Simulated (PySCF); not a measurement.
# Pt⁻: electron affinity in aug-cc-pVTZ-PP with ECP60

Aim: the electron affinity of platinum from differences of total energies, at each level of theory, and how far each lands from the tabulated value where there is one.

Program: PySCF 2.14.0. Level of theory: unrestricted determinants in a Gaussian basis, no spin-orbit coupling in the energies. These are calculated values, not measurements, unless marked.

**1. The atom as given**

```
Element                                   : platinum (Z = 78)
Basis                                     : aug-cc-pVTZ-PP with ECP60MDF
Hamiltonian                               : scalar relativity through the core potential
State 1                                   : Pt⁻: [Xe] 4f14 5d9 6s2, 2D determinant
Needed too, but not shown                 : Pt [Xe] 4f14 5d9 6s1 (3D)
Methods                                   : UHF, LDA, PBE, PBE0, r2SCAN, B97-3, LC-wPBE, BP86, wB97M-V, MP2
Core shells frozen in the correlated runs : valence: 5s2 5p6 (for Pt⁻)
```

The outer shells:

Pt- [Xe] 4f14 5d9 6s2
```
[Xe] core
4f [↑↓][↑↓][↑↓][↑↓][↑↓][↑↓][↑↓]
5d [↑↓][↑↓][↑↓][↑↓][↑ ]
6s [↑↓]
```

One driver process ran all states and methods and kept the integrals in memory. Each run is shown as a PySCF script that sums up its settings (the driver passes frozen orbitals as a list and adds second-order terms of double hybrids); the logs are those of the runs themselves. The driver starts from symmetry-adapted Hartree-Fock orbitals, holds the occupation by maximum overlap and uses a logarithmic radial grid for functionals, so a plain start would take other cycles.

The integrals over 88 functions and the set-up took 0.69 s of CPU time.

**2. Pt⁻**

**UHF**

Contents of input.py:

```python
from pyscf import gto, scf, dft, mp, cc
import basis_set_exchange as bse
txt = bse.get_basis("aug-cc-pVTZ-PP", elements=["Pt"], fmt="nwchem", header=False)
cut = txt.index("\nECP")
mol = gto.M(atom="Pt 0 0 0", charge=-1, spin=1, symmetry="D2h",
            basis=gto.basis.parse(txt[:cut]),
            ecp={"Pt": gto.basis.parse_ecp(txt[cut:])})
mf = scf.UHF(mol)
mf.irrep_nelec = {'Ag': (4, 3), 'B1g': (1, 1), 'B2g': (1, 1), 'B3g': (1, 1), 'B1u': (1, 1), 'B2u': (1, 1), 'B3u': (1, 1)}
mf.kernel()
```

What it wrote:

```text
damping factor = 0
level_shift factor = 0
DIIS = <class 'pyscf.scf.diis.CDIIS'>
diis_start_cycle = 1
diis_space = 10
diis_damp = 0
SCF conv_tol = 1e-09
SCF conv_tol_grad = None
number electrons alpha = 10  beta = 9
cycle= 1 E= -118.531066880225  delta_E= -0.00511  |g|= 0.0246  |ddm|= 0.0486
cycle= 2 E= -118.531299181592  delta_E= -0.000232  |g|= 0.00649  |ddm|= 0.0185
cycle= 3 E= -118.531347933281  delta_E= -4.88e-05  |g|= 0.00251  |ddm|= 0.015
cycle= 4 E= -118.531359150089  delta_E= -1.12e-05  |g|= 0.00157  |ddm|= 0.00751
cycle= 5 E= -118.531365018783  delta_E= -5.87e-06  |g|= 0.00048  |ddm|= 0.00809
cycle= 6 E= -118.531365807964  delta_E= -7.89e-07  |g|= 0.000126  |ddm|= 0.00372
cycle= 7 E= -118.531365877305  delta_E= -6.93e-08  |g|= 3.27e-05  |ddm|= 0.00125
cycle= 8 E= -118.531365883566  delta_E= -6.26e-09  |g|= 1.53e-05  |ddm|= 0.000402
cycle= 9 E= -118.531365886142  delta_E= -2.58e-09  |g|= 7.14e-06  |ddm|= 0.000348
cycle= 10 E= -118.531365886764  delta_E= -6.22e-10  |g|= 2.96e-06  |ddm|= 0.000199
converged SCF energy = -118.531365886764  <S^2> = 0.77501266  2S+1 = 2.0248582
```

CPU time 1.4 s on a shared host, the integrals not counted.

The occupied shells:

| shell | electrons | mean orbital energy (eV) | spread (eV) | rms radius (bohr) |
| --- | --- | --- | --- | --- |
| 5s α | 1 | -113.97 | 0 | 1.04 |
| 5s β | 1 | -112.46 | 0 | 1.04 |
| 5p α | 3 | -64.228 | 1.415 | 1.20 |
| 5p β | 3 | -62.152 | 1.011 | 1.20 |
| 5d α | 5 | -5.484 | 1.697 | 1.87 |
| 5d β | 4 | -4.417 | 1.214 | 1.87 |
| 6s α | 1 | -1.484 | 0 | 4.41 |
| 6s β | 1 | -0.812 | 0 | 4.41 |

⟨S²⟩ = 0.775, ⟨L²⟩ = 6.04.

Energies and moments cover only the electrons outside the core potential. Spin-orbit coupling, absent here, splits the open shell strongly.

**LDA**

Changes to input.py:

```diff
@@ -7,3 +7,3 @@
             ecp={"Pt": gto.basis.parse_ecp(txt[cut:])})
-mf = scf.UHF(mol)
+mf = dft.UKS(mol, xc="LDA,VWN")
 mf.irrep_nelec = {'Ag': (4, 3), 'B1g': (1, 1), 'B2g': (1, 1), 'B3g': (1, 1), 'B1u': (1, 1), 'B2u': (1, 1), 'B3u': (1, 1)}
```

What it wrote:

```text
damping factor = 0
level_shift factor = 0
DIIS = <class 'pyscf.scf.diis.CDIIS'>
diis_start_cycle = 1
diis_space = 10
diis_damp = 0
SCF conv_tol = 1e-09
SCF conv_tol_grad = None
number electrons alpha = 10  beta = 9
XC functionals = LDA,VWN
    P. A. M. Dirac.,  Math. Proc. Cambridge Philos. Soc. 26, 376 (1930)
    F. Bloch.,  Z. Phys. 57, 545 (1929)
    S. H. Vosko, L. Wilk, and M. Nusair.,  Can. J. Phys. 58, 1200 (1980)
cycle= 1 E= -119.260033737046  delta_E= -0.0156  |g|= 0.189  |ddm|= 0.513
cycle= 2 E= -119.220756473466  delta_E= 0.0393  |g|= 0.364  |ddm|= 0.366
cycle= 3 E= -119.272789601406  delta_E= -0.052  |g|= 0.0119  |ddm|= 0.271
cycle= 4 E= -119.272854924823  delta_E= -6.53e-05  |g|= 0.00203  |ddm|= 0.0154
cycle= 5 E= -119.272857102725  delta_E= -2.18e-06  |g|= 0.000456  |ddm|= 0.00319
cycle= 6 E= -119.27285723262  delta_E= -1.3e-07  |g|= 2.86e-05  |ddm|= 0.000712
cycle= 7 E= -119.272857233179  delta_E= -5.59e-10  |g|= 5.52e-07  |ddm|= 5.06e-05
converged SCF energy = -119.272857233179  <S^2> = 0.75285812  2S+1 = 2.0028561
```

It used 0.58 s of CPU time after the integrals (shared host).

Energies and moments cover only the electrons outside the core potential. Spin-orbit coupling, absent here, splits the open shell strongly. At LDA the highest occupied level has a positive energy, so only the finite basis holds that electron; in a density functional this comes from self-interaction and does not mean that the real anion is unbound.

**PBE**

Changes to input.py:

```diff
@@ -7,3 +7,3 @@
             ecp={"Pt": gto.basis.parse_ecp(txt[cut:])})
-mf = dft.UKS(mol, xc="LDA,VWN")
+mf = dft.UKS(mol, xc="PBE")
 mf.irrep_nelec = {'Ag': (4, 3), 'B1g': (1, 1), 'B2g': (1, 1), 'B3g': (1, 1), 'B1u': (1, 1), 'B2u': (1, 1), 'B3u': (1, 1)}
```

What it wrote:

```text
damping factor = 0
level_shift factor = 0
DIIS = <class 'pyscf.scf.diis.CDIIS'>
diis_start_cycle = 1
diis_space = 10
diis_damp = 0
SCF conv_tol = 1e-09
SCF conv_tol_grad = None
number electrons alpha = 10  beta = 9
XC functionals = PBE
    J. P. Perdew, K. Burke, and M. Ernzerhof.,  Phys. Rev. Lett. 77, 3865 (1996)
    J. P. Perdew, K. Burke, and M. Ernzerhof.,  Phys. Rev. Lett. 78, 1396 (1997)
    J. P. Perdew, K. Burke, and M. Ernzerhof.,  Phys. Rev. Lett. 77, 3865 (1996)
    J. P. Perdew, K. Burke, and M. Ernzerhof.,  Phys. Rev. Lett. 78, 1396 (1997)
cycle= 1 E= -119.485492899038  delta_E= -0.0198  |g|= 0.106  |ddm|= 0.449
cycle= 2 E= -119.472235354439  delta_E= 0.0133  |g|= 0.207  |ddm|= 0.222
cycle= 3 E= -119.489457027275  delta_E= -0.0172  |g|= 0.013  |ddm|= 0.185
cycle= 4 E= -119.489546103695  delta_E= -8.91e-05  |g|= 0.00199  |ddm|= 0.0215
cycle= 5 E= -119.489548214362  delta_E= -2.11e-06  |g|= 0.000396  |ddm|= 0.00358
cycle= 6 E= -119.489548319646  delta_E= -1.05e-07  |g|= 7.3e-05  |ddm|= 0.000902
cycle= 7 E= -119.489548323703  delta_E= -4.06e-09  |g|= 1.2e-06  |ddm|= 0.000166
cycle= 8 E= -119.489548323705  delta_E= -1.66e-12  |g|= 5.02e-08  |ddm|= 3.73e-06
converged SCF energy = -119.489548323705  <S^2> = 0.75458463  2S+1 = 2.0045794
```

CPU time 1.4 s on a shared host, the integrals not counted.

Energies and moments cover only the electrons outside the core potential. Spin-orbit coupling, absent here, splits the open shell strongly. At PBE the highest occupied level has a positive energy, so only the finite basis holds that electron; in a density functional this comes from self-interaction and does not mean that the real anion is unbound.

**PBE0**

Changes to input.py:

```diff
@@ -7,3 +7,3 @@
             ecp={"Pt": gto.basis.parse_ecp(txt[cut:])})
-mf = dft.UKS(mol, xc="PBE")
+mf = dft.UKS(mol, xc="PBE0")
 mf.irrep_nelec = {'Ag': (4, 3), 'B1g': (1, 1), 'B2g': (1, 1), 'B3g': (1, 1), 'B1u': (1, 1), 'B2u': (1, 1), 'B3u': (1, 1)}
```

What it wrote:

```text
damping factor = 0
level_shift factor = 0
DIIS = <class 'pyscf.scf.diis.CDIIS'>
diis_start_cycle = 1
diis_space = 10
diis_damp = 0
SCF conv_tol = 1e-09
SCF conv_tol_grad = None
number electrons alpha = 10  beta = 9
XC functionals = PBE0
    C. Adamo and V. Barone.,  J. Chem. Phys. 110, 6158 (1999)
    M. Ernzerhof and G. E. Scuseria.,  J. Chem. Phys. 110, 5029 (1999)
cycle= 1 E= -119.433498829372  delta_E= -0.0148  |g|= 0.0424  |ddm|= 0.301
cycle= 2 E= -119.433430496022  delta_E= 6.83e-05  |g|= 0.0439  |ddm|= 0.0837
cycle= 3 E= -119.434102850843  delta_E= -0.000672  |g|= 0.0133  |ddm|= 0.0398
cycle= 4 E= -119.434174072056  delta_E= -7.12e-05  |g|= 0.00116  |ddm|= 0.0147
cycle= 5 E= -119.434175725379  delta_E= -1.65e-06  |g|= 0.000126  |ddm|= 0.00625
cycle= 6 E= -119.434175804004  delta_E= -7.86e-08  |g|= 2.03e-05  |ddm|= 0.00184
cycle= 7 E= -119.434175804535  delta_E= -5.32e-10  |g|= 1.66e-06  |ddm|= 0.000133
converged SCF energy = -119.434175804535  <S^2> = 0.75530639  2S+1 = 2.0052994
```

It used 1.5 s of CPU time after the integrals (shared host).

Energies and moments cover only the electrons outside the core potential. Spin-orbit coupling, absent here, splits the open shell strongly. At PBE0 the highest occupied level has a positive energy, so only the finite basis holds that electron; in a density functional this comes from self-interaction and does not mean that the real anion is unbound.

**r2SCAN**

Changes to input.py:

```diff
@@ -7,3 +7,3 @@
             ecp={"Pt": gto.basis.parse_ecp(txt[cut:])})
-mf = dft.UKS(mol, xc="PBE0")
+mf = dft.UKS(mol, xc="R2SCAN")
 mf.irrep_nelec = {'Ag': (4, 3), 'B1g': (1, 1), 'B2g': (1, 1), 'B3g': (1, 1), 'B1u': (1, 1), 'B2u': (1, 1), 'B3u': (1, 1)}
```

What it wrote:

```text
damping factor = 0
level_shift factor = 0
DIIS = <class 'pyscf.scf.diis.CDIIS'>
diis_start_cycle = 1
diis_space = 10
diis_damp = 0
SCF conv_tol = 1e-09
SCF conv_tol_grad = None
number electrons alpha = 10  beta = 9
XC functionals = R2SCAN
    J. W. Furness, A. D. Kaplan, J. Ning, J. P. Perdew, and J. Sun.,  J. Phys. Chem. Lett. 11, 8208-8215 (2020)
    J. W. Furness, A. D. Kaplan, J. Ning, J. P. Perdew, and J. Sun.,  J. Phys. Chem. Lett. 11, 9248-9248 (2020)
    J. W. Furness, A. D. Kaplan, J. Ning, J. P. Perdew, and J. Sun.,  J. Phys. Chem. Lett. 11, 8208-8215 (2020)
    J. W. Furness, A. D. Kaplan, J. Ning, J. P. Perdew, and J. Sun.,  J. Phys. Chem. Lett. 11, 9248-9248 (2020)
cycle= 1 E= -119.490121461501  delta_E= -0.0205  |g|= 0.0492  |ddm|= 0.403
cycle= 2 E= -119.488980385605  delta_E= 0.00114  |g|= 0.0706  |ddm|= 0.112
cycle= 3 E= -119.490834640207  delta_E= -0.00185  |g|= 0.0155  |ddm|= 0.0622
cycle= 4 E= -119.490937251566  delta_E= -0.000103  |g|= 0.000911  |ddm|= 0.0166
cycle= 5 E= -119.49093847857  delta_E= -1.23e-06  |g|= 0.000149  |ddm|= 0.00574
cycle= 6 E= -119.490938527788  delta_E= -4.92e-08  |g|= 1.6e-05  |ddm|= 0.00114
cycle= 7 E= -119.490938528083  delta_E= -2.95e-10  |g|= 1.03e-05  |ddm|= 8.83e-05
converged SCF energy = -119.490938528083  <S^2> = 0.75880525  2S+1 = 2.008786
```

CPU time 2.5 s on a shared host, the integrals not counted.

Energies and moments cover only the electrons outside the core potential. Spin-orbit coupling, absent here, splits the open shell strongly. At r2SCAN the highest occupied level has a positive energy, so only the finite basis holds that electron; in a density functional this comes from self-interaction and does not mean that the real anion is unbound.

**B97-3**

Changes to input.py:

```diff
@@ -7,3 +7,3 @@
             ecp={"Pt": gto.basis.parse_ecp(txt[cut:])})
-mf = dft.UKS(mol, xc="R2SCAN")
+mf = dft.UKS(mol, xc="HYB_GGA_XC_B97_3")
 mf.irrep_nelec = {'Ag': (4, 3), 'B1g': (1, 1), 'B2g': (1, 1), 'B3g': (1, 1), 'B1u': (1, 1), 'B2u': (1, 1), 'B3u': (1, 1)}
```

What it wrote:

```text
damping factor = 0
level_shift factor = 0
DIIS = <class 'pyscf.scf.diis.CDIIS'>
diis_start_cycle = 1
diis_space = 10
diis_damp = 0
SCF conv_tol = 1e-09
SCF conv_tol_grad = None
number electrons alpha = 10  beta = 9
XC functionals = HYB_GGA_XC_B97_3
    T. W. Keal and D. J. Tozer.,  J. Chem. Phys. 123, 121103 (2005)
cycle= 1 E= -119.46546633894  delta_E= -0.0121  |g|= 0.0292  |ddm|= 0.241
cycle= 2 E= -119.465778601277  delta_E= -0.000312  |g|= 0.025  |ddm|= 0.103
cycle= 3 E= -119.466006788939  delta_E= -0.000228  |g|= 0.0118  |ddm|= 0.0243
cycle= 4 E= -119.466068214121  delta_E= -6.14e-05  |g|= 0.00132  |ddm|= 0.0201
cycle= 5 E= -119.46607273149  delta_E= -4.52e-06  |g|= 0.000149  |ddm|= 0.0144
cycle= 6 E= -119.466072794921  delta_E= -6.34e-08  |g|= 1.12e-05  |ddm|= 0.00186
cycle= 7 E= -119.466072795371  delta_E= -4.5e-10  |g|= 4.97e-06  |ddm|= 8.18e-05
converged SCF energy = -119.466072795371  <S^2> = 0.75433804  2S+1 = 2.0043333
```

CPU time 1.4 s on a shared host, the integrals not counted.

Energies and moments cover only the electrons outside the core potential. Spin-orbit coupling, absent here, splits the open shell strongly. At B97-3 the highest occupied level has a positive energy, so only the finite basis holds that electron; in a density functional this comes from self-interaction and does not mean that the real anion is unbound.

**LC-wPBE**

Changes to input.py:

```diff
@@ -7,3 +7,3 @@
             ecp={"Pt": gto.basis.parse_ecp(txt[cut:])})
-mf = dft.UKS(mol, xc="HYB_GGA_XC_B97_3")
+mf = dft.UKS(mol, xc="LC_WPBE")
 mf.irrep_nelec = {'Ag': (4, 3), 'B1g': (1, 1), 'B2g': (1, 1), 'B3g': (1, 1), 'B1u': (1, 1), 'B2u': (1, 1), 'B3u': (1, 1)}
```

What it wrote:

```text
damping factor = 0
level_shift factor = 0
DIIS = <class 'pyscf.scf.diis.CDIIS'>
diis_start_cycle = 1
diis_space = 10
diis_damp = 0
SCF conv_tol = 1e-09
SCF conv_tol_grad = None
number electrons alpha = 10  beta = 9
XC functionals = LC_WPBE
    O. A. Vydrov and G. E. Scuseria.,  J. Chem. Phys. 125, 234109 (2006)
cycle= 1 E= -119.435218269362  delta_E= -0.012  |g|= 0.0289  |ddm|= 0.19
cycle= 2 E= -119.436755888345  delta_E= -0.00154  |g|= 0.0102  |ddm|= 0.102
cycle= 3 E= -119.437148529975  delta_E= -0.000393  |g|= 0.00564  |ddm|= 0.0638
cycle= 4 E= -119.437243265176  delta_E= -9.47e-05  |g|= 0.00318  |ddm|= 0.0398
cycle= 5 E= -119.437260654419  delta_E= -1.74e-05  |g|= 0.000844  |ddm|= 0.0148
cycle= 6 E= -119.437265260938  delta_E= -4.61e-06  |g|= 0.000293  |ddm|= 0.0114
cycle= 7 E= -119.437265898817  delta_E= -6.38e-07  |g|= 8.08e-05  |ddm|= 0.00479
cycle= 8 E= -119.437265926418  delta_E= -2.76e-08  |g|= 2.25e-05  |ddm|= 0.000901
cycle= 9 E= -119.437265927657  delta_E= -1.24e-09  |g|= 2.96e-06  |ddm|= 0.000208
cycle= 10 E= -119.437265927691  delta_E= -3.46e-11  |g|= 7.83e-07  |ddm|= 2.62e-05
converged SCF energy = -119.437265927691  <S^2> = 0.75414506  2S+1 = 2.0041408
```

It used 3.2 s of CPU time after the integrals (shared host).

**BP86**

Changes to input.py:

```diff
@@ -7,3 +7,3 @@
             ecp={"Pt": gto.basis.parse_ecp(txt[cut:])})
-mf = dft.UKS(mol, xc="LC_WPBE")
+mf = dft.UKS(mol, xc="B88,P86")
 mf.irrep_nelec = {'Ag': (4, 3), 'B1g': (1, 1), 'B2g': (1, 1), 'B3g': (1, 1), 'B1u': (1, 1), 'B2u': (1, 1), 'B3u': (1, 1)}
```

What it wrote:

```text
damping factor = 0
level_shift factor = 0
DIIS = <class 'pyscf.scf.diis.CDIIS'>
diis_start_cycle = 1
diis_space = 10
diis_damp = 0
SCF conv_tol = 1e-09
SCF conv_tol_grad = None
number electrons alpha = 10  beta = 9
XC functionals = B88,P86
    A. D. Becke.,  Phys. Rev. A 38, 3098 (1988)
    J. P. Perdew.,  Phys. Rev. B 33, 8822 (1986)
cycle= 1 E= -119.587983276343  delta_E= -0.0208  |g|= 0.114  |ddm|= 0.47
cycle= 2 E= -119.572244337682  delta_E= 0.0157  |g|= 0.226  |ddm|= 0.246
cycle= 3 E= -119.592718752152  delta_E= -0.0205  |g|= 0.0101  |ddm|= 0.18
cycle= 4 E= -119.592761334206  delta_E= -4.26e-05  |g|= 0.000943  |ddm|= 0.0111
cycle= 5 E= -119.592761786541  delta_E= -4.52e-07  |g|= 0.000191  |ddm|= 0.00147
cycle= 6 E= -119.592761807949  delta_E= -2.14e-08  |g|= 6.61e-05  |ddm|= 0.000406
cycle= 7 E= -119.592761810749  delta_E= -2.8e-09  |g|= 7.96e-07  |ddm|= 9.97e-05
cycle= 8 E= -119.592761810749  delta_E= -4.26e-13  |g|= 8.75e-08  |ddm|= 2.49e-06
converged SCF energy = -119.592761810749  <S^2> = 0.75395499  2S+1 = 2.0039511
```

CPU time 1.4 s on a shared host, the integrals not counted.

Energies and moments cover only the electrons outside the core potential. Spin-orbit coupling, absent here, splits the open shell strongly. At BP86 the highest occupied level has a positive energy, so only the finite basis holds that electron; in a density functional this comes from self-interaction and does not mean that the real anion is unbound.

**wB97M-V**

Changes to input.py:

```diff
@@ -7,3 +7,3 @@
             ecp={"Pt": gto.basis.parse_ecp(txt[cut:])})
-mf = dft.UKS(mol, xc="B88,P86")
+mf = dft.UKS(mol, xc="WB97M_V")
 mf.irrep_nelec = {'Ag': (4, 3), 'B1g': (1, 1), 'B2g': (1, 1), 'B3g': (1, 1), 'B1u': (1, 1), 'B2u': (1, 1), 'B3u': (1, 1)}
```

What it wrote:

```text
damping factor = 0
level_shift factor = 0
DIIS = <class 'pyscf.scf.diis.CDIIS'>
diis_start_cycle = 1
diis_space = 10
diis_damp = 0
SCF conv_tol = 1e-09
SCF conv_tol_grad = None
number electrons alpha = 10  beta = 9
XC functionals = WB97M_V
    N. Mardirossian and M. Head-Gordon.,  J. Chem. Phys. 144, 214110 (2016)
NLC functional = WB97M_V
cycle= 1 E= -119.34100143768  delta_E= -0.0128  |g|= 0.0299  |ddm|= 0.223
cycle= 2 E= -119.342318487621  delta_E= -0.00132  |g|= 0.0128  |ddm|= 0.103
cycle= 3 E= -119.342546096447  delta_E= -0.000228  |g|= 0.0107  |ddm|= 0.0352
cycle= 4 E= -119.342639222633  delta_E= -9.31e-05  |g|= 0.00177  |ddm|= 0.0265
cycle= 5 E= -119.342652793707  delta_E= -1.36e-05  |g|= 0.000364  |ddm|= 0.015
cycle= 6 E= -119.342653432726  delta_E= -6.39e-07  |g|= 9.47e-05  |ddm|= 0.00364
cycle= 7 E= -119.342653475212  delta_E= -4.25e-08  |g|= 2.64e-05  |ddm|= 0.00105
cycle= 8 E= -119.342653478122  delta_E= -2.91e-09  |g|= 9.2e-06  |ddm|= 0.000265
cycle= 9 E= -119.342653478314  delta_E= -1.92e-10  |g|= 1.27e-06  |ddm|= 7.15e-05
converged SCF energy = -119.342653478314  <S^2> = 0.75374687  2S+1 = 2.0037434
```

It used 4.4 s of CPU time after the integrals (shared host).

**3. Pt⁻, continued**

**MP2 (valence)**

input.py, as its differences from that of step 2:

```diff
@@ -7,4 +7,5 @@
             ecp={"Pt": gto.basis.parse_ecp(txt[cut:])})
-mf = dft.UKS(mol, xc="WB97M_V")
+mf = scf.UHF(mol)
 mf.irrep_nelec = {'Ag': (4, 3), 'B1g': (1, 1), 'B2g': (1, 1), 'B3g': (1, 1), 'B1u': (1, 1), 'B2u': (1, 1), 'B3u': (1, 1)}
 mf.kernel()
+mp.UMP2(mf, frozen=4).kernel()
```

No log was kept for this step.

CPU time 0.39 s on a shared host, the integrals not counted.

With 11 electrons correlated, the MP2 correlation energy is -0.38066 hartree (-0.12608 same spin, -0.25458 opposite spin); the SCS form gives -0.34753. Largest pairs of shells: 5d-5d -0.2765, 5d-6s -0.0874, 6s-6s -0.0169.

Radial density 4πr²ρ of Pt⁻ at UHF, the electrons outside the core potential:

| r (bohr) | density | spin density |
| --- | --- | --- |
| 0.150 | 0.000121 | 0.000 |
| 0.253 | 0.00462 | 0.000 |
| 0.425 | 0.401 | 0.008 |
| 0.715 | 8.95 | 0.213 |
| 1.20 | 13.9 | 0.778 |
| 2.02 | 4.30 | 0.426 |
| 3.40 | 0.975 | 0.053 |
| 5.72 | 0.169 | -0.021 |
| 9.63 | 0.0251 | -0.010 |
| 16.2 | 0.000226 | 0.000 |

**4. Differences of total energies**

Electron affinity: Pt⁻ [Xe] 4f14 5d9 6s2 (2D) → Pt [Xe] 4f14 5d9 6s1 (3D).

| method | value (eV) | less the reference (eV) |
| --- | --- | --- |
| UHF | 0.421 | -1.707 |
| LDA | 2.412 | +0.284 |
| PBE | 2.101 | -0.027 |
| PBE0 | 1.810 | -0.318 |
| r2SCAN | 1.984 | -0.144 |
| B97-3 | 1.783 | -0.345 |
| LC-wPBE | 1.444 | -0.684 |
| BP86 | 2.268 | +0.140 |
| wB97M-V | 1.644 | -0.484 |
| MP2 (valence) | 1.913 | -0.215 |
| SCS-MP2 (valence) | 1.928 | -0.200 |

Reference: 2.128 eV (measured; CRC Handbook (2014) and Andersen, Phys. Rep. 394, 157 (2004), with later updates, as tabulated in the mendeleev Python package). The reference lies between the lowest fine-structure levels, while these numbers refer to the centres of the terms. Errors of the correlated levels include the incompleteness of this basis. In the anion the highest occupied orbital energy is positive at LDA, PBE, PBE0, r2SCAN, B97-3, BP86, a self-interaction effect; the basis confines that electron, and the energy difference can still be sensible.

The differences also use runs on Pt [Xe] 4f14 5d9 6s1 (3D), which are not shown here.

**5. What came out**

| quantity | value |
| --- | --- |
| electron affinity, Pt | UHF 0.421, MP2 (valence) 1.913 eV; reference 2.128 |

What this shows: The methods span 1.991 eV, from UHF (0.421) to LDA (2.412). The reference is uncertain or not like for like (spin-orbit coupling or other relativistic terms), so no ranking of close methods is drawn. All values hold for this basis alone; no basis-set limit was taken.
